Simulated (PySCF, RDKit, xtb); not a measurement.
**Which structure has the formula CHFSn?**

Task: start from the formula CHFSn, draw up candidate structures, narrow them down in stages, and characterise the one that lies lowest at 298.15 K.

The funnel: GFN2-xTB relaxations, single points with a density functional, relaxations at PBE0-D4/def2-SVP, harmonic vibrations (at GFN2-xTB), and a last energy at a higher level. All values are calculated.

2 further runs of the same task are left out: 2 set aside as unsound or not needed.

### Step 1. Candidates

All bonding patterns within simple valence rules are listed by program: one Lewis structure each, at most two rings and one unusual centre or charged pair. O–O, O–halogen and N–halogen bonds and N–N–N chains are not drawn. That gives 5 candidates.

| label | SMILES | spin |
| --- | --- | --- |
| c282 | F[CH]=[Sn] | singlet |
| c283 | [C+]#[SnH-][F] | singlet |
| c467 | [CH]#[Sn][F] | singlet |
| c664 | F[C]#[SnH] | singlet |
| c853 | F[CH]=[Sn] | triplet |

Candidates are built by distance geometry, with a force field where one applies, in up to four conformers (letters a to d). 16 starts with atoms placed at random are added, to find patterns that the rules miss.

Q: Predict the outcome of this search (final energies at CCSD(T)/def2-TZVP).

| quantity | value |
| --- | --- |
| lowest structure found | F[CH]=[Sn], singlet |
| next finalist | [CH][Sn][F] ‡, triplet, 7.0 kcal/mol higher in G |
| share at equilibrium, among the finalists | 100.0 % |
| lowest excitation (TD-B3LYP/def2-SVPD) | 0.96 eV (f = 0.000) |
| strongest of the states computed, same level | 4.03 eV (f = 0.175) |
| lowest triplet excitation, same level, Tamm-Dancoff | 0.57 eV |

The search ends on `F[CH]=[Sn]`. Among the finalists first place is clear (7.0 kcal/mol); structures outside the list aren't covered. r2SCAN-D4/def2-SVP, PBE0-D4/def2-SVP and MP2/def2-TZVP already put its bonding pattern lowest among the structures in one piece; HF/def2-TZVP favours the triplet [CH][Sn][F] ‡. Spin-orbit coupling, which matters for elements this heavy, is left out. Lowest found is not proven lowest: the search is finite, and each finalist counts with one conformer.

‡ marks the bonded skeleton alone, with all bonds drawn single: no Lewis structure was assigned that passes a check against the bond lengths.
